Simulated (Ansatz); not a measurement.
Crystal: TaWC2.

```
W Ta C
1.0
     1.57186    0.90751    5.10162
    -1.57186    0.90751    5.10162
     0.00000   -1.81502    5.10162
W Ta C
1 1 2
Direct
  0.00000 0.00000 0.00000
  0.50000 0.50000 0.50000
  0.25093 0.25093 0.25093
  0.74907 0.74907 0.74907
```

The cell comes from a database or a generator and needn't be the stable form of this composition.

```yaml
Program: Ansatz 0.2.0
Task: relaxation of cell and atoms
Functional: PBEsol
Potentials_or_basis: Ansatz PAW
Cutoff: "420 eV (not typed: the program's choice for these potentials)"
k_mesh: 10 × 10 × 10
Occupations: fermi-dirac, width 0.05 eV
Spin: no spin polarisation
Hubbard_terms: Ta d U = 3 eV, W d U = 3 eV
```

At the start: volume 10.92 Å³/atom.

Problem. Where does the relaxation end?

Solution. It ends after 8 steps and the volume is 10.62 Å³/atom (-2.7 %); space group R-3m (No. 166, to 0.05 Å).

The path:
| step | energy change (eV) | largest force (eV/Å) | volume (Å³) |
| --- | --- | --- | --- |
| 1 | 0.0000 | 0.0361 | 43.66 |
| 2 | -0.0259 | 0.0386 | 41.83 |
| 3 | -0.0370 | 0.0041 | 42.52 |
| 4 | -0.0370 | 0.0000 | 42.50 |
| 5 | -0.0371 | 0.0016 | 42.50 |
| 6 | -0.0350 | 0.0014 | 42.50 |
| 7 | -0.0350 | 0.0001 | 42.49 |
| 8 | -0.0350 | 0.0001 | 42.49 |

Final structure:
```yaml
crystal:
  lattice:
    - [1.55798, 0.89950, 5.05314]
    - [-1.55798, 0.89950, 5.05314]
    - [0.00000, -1.79900, 5.05314]
  atoms:
    - { symbol: W, position: [0.00000, 0.00000, 0.00000] }
    - { symbol: Ta, position: [0.50000, 0.50000, 0.50000] }
    - { symbol: C, position: [0.25085, 0.25085, 0.25085] }
    - { symbol: C, position: [0.74915, 0.74915, 0.74915] }
```

Caveat: the plane-wave basis is chosen anew once the cell has moved, so the energies of steps on either side of that aren't comparable; the pressure holds a Pulay correction of +0.3 GPa for the finite cutoff; U without spin polarisation on a metal has little footing; the PAW data sets come from PBE, with cores solved anew for the run's functional, which leaves a small shift of forces and pressure; the U is typed as a test and isn't derived for this compound.
